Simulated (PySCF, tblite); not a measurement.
# C5H11BO2S: geometry, infrared bands and NMR shifts

Aim: predict the infrared bands and NMR shifts of C5H11BO2S (`CO[C@@H]1COB(SC)C1`).

Programs: tblite 0.8.0 and PySCF 2.14.0, with density-fitted response routines of our own. Each step states its level of theory. These are calculated values for one molecule in the gas phase, unless marked as measured. Atoms count from 0, in the outputs and in this text.

### Step 1. Starting geometry

20 atoms, charge 0, multiplicity 1; geometry from: force field or distance geometry start.

Bonds of the start (Å): C0–O1 1.41, O1–C2 1.35, C2–C3 1.51, C3–O4 1.41, O4–B5 1.45, B5–S6 1.90, S6–C7 1.82, B5–C8 1.60, C8–C2 1.54, C0–H9 1.13, C0–H10 1.10, C0–H11 1.09, C2–H12 1.10, C3–H13 1.11, C3–H14 1.08, C7–H15 1.12, C7–H16 1.11, C7–H17 1.10, C8–H18 1.10, C8–H19 1.11.

### Step 2. Relaxing the molecule with GFN2-xTB

What the job is given:

```
{"job": {"kind": "relax", "xc": "GFN2-xTB", "basis": "xTB"}, "charge": 0, "multiplicity": 1}
C      3.296100    -0.700000    -0.227500
O      2.448300     0.212300     0.434500
C      1.250900     0.148800    -0.181200
C      0.654500     1.450400    -0.648800
O     -0.600400     1.018200    -1.130300
B     -1.135600     0.077300    -0.159000
S     -2.566300    -1.088400    -0.594500
C     -4.072300    -0.199600    -0.075300
C      0.118700    -0.329800     0.740300
H      2.802900    -1.706700    -0.130700
H      4.278400    -0.800700     0.248900
H      3.385500    -0.385700    -1.270100
H      1.276800    -0.575000    -1.009000
H      0.422000     2.100100     0.224700
H      1.227300     1.985600    -1.392000
H     -4.825400    -0.899000     0.360400
H     -4.448300     0.364000    -0.957700
H     -3.771600     0.482100     0.728900
H      0.179500    -1.409600     0.953800
H      0.073700     0.266400     1.672000
```

Launch:

```sh
OMP_NUM_THREADS=1 python probes_run.py task.json out
```

The driver reads the jobs from task.json and runs them one after another.

**Question.** This job is followed by: GFN2-xTB harmonic vibrations, gas phase; GIAO PBE0/pcSseg-1 NMR shielding, non-relativistic, gas phase. What will the session give for the following? strongest single infrared mode (GFN2-xTB); zero-point energy (GFN2-xTB); ¹³C shifts against TMS (PBE0/pcSseg-1); ¹H shifts against TMS (PBE0/pcSseg-1, means over atoms taken as alike); ¹⁷O shifts against H2O (PBE0/pcSseg-1); ¹¹B shifts against BF3·OEt2 (PBE0/pcSseg-1); ³³S shifts against CS2 (PBE0/pcSseg-1).

The runs gave:

```
                                                              quantity                                         value
                             strongest single infrared mode (GFN2-xTB)                         1198 cm⁻¹, 183 km/mol
                                          zero-point energy (GFN2-xTB)                                100.3 kcal/mol
                                ¹³C shifts against TMS (PBE0/pcSseg-1)              86.2, 80.9, 59.4, 26.6, 14.3 ppm
¹H shifts against TMS (PBE0/pcSseg-1, means over atoms taken as alike)  4.71, 4.33, 4.14, 3.45, 2.16, 1.78, 1.28 ppm
                                ¹⁷O shifts against H2O (PBE0/pcSseg-1)                               187.4, 47.9 ppm
                           ¹¹B shifts against BF3·OEt2 (PBE0/pcSseg-1)                                      50.1 ppm
                                ³³S shifts against CS2 (PBE0/pcSseg-1)                                       -75 ppm
```

In words: Over 117 steps the energy fell by 1.571 eV; of the close pairs, B5–S6 changed most, 1.896 to 1.787 Å. All 54 modes are real, so the xTB geometry is a minimum. The strongest single mode, at 1198 cm⁻¹, is carried by B5, O4, C3. GFN2-xTB is a fitted tight-binding method: band positions and strengths are rough. Its intensities can rank the bands wrongly. The most deshielded carbon is C2 (sp3 CH bonded to O), at 86.2 ppm: pulled downfield by the heteroatom. At PBE0/pcSseg-1: The widest tensor belongs to S6: span 313 ppm, with a paramagnetic part of -481 ppm.
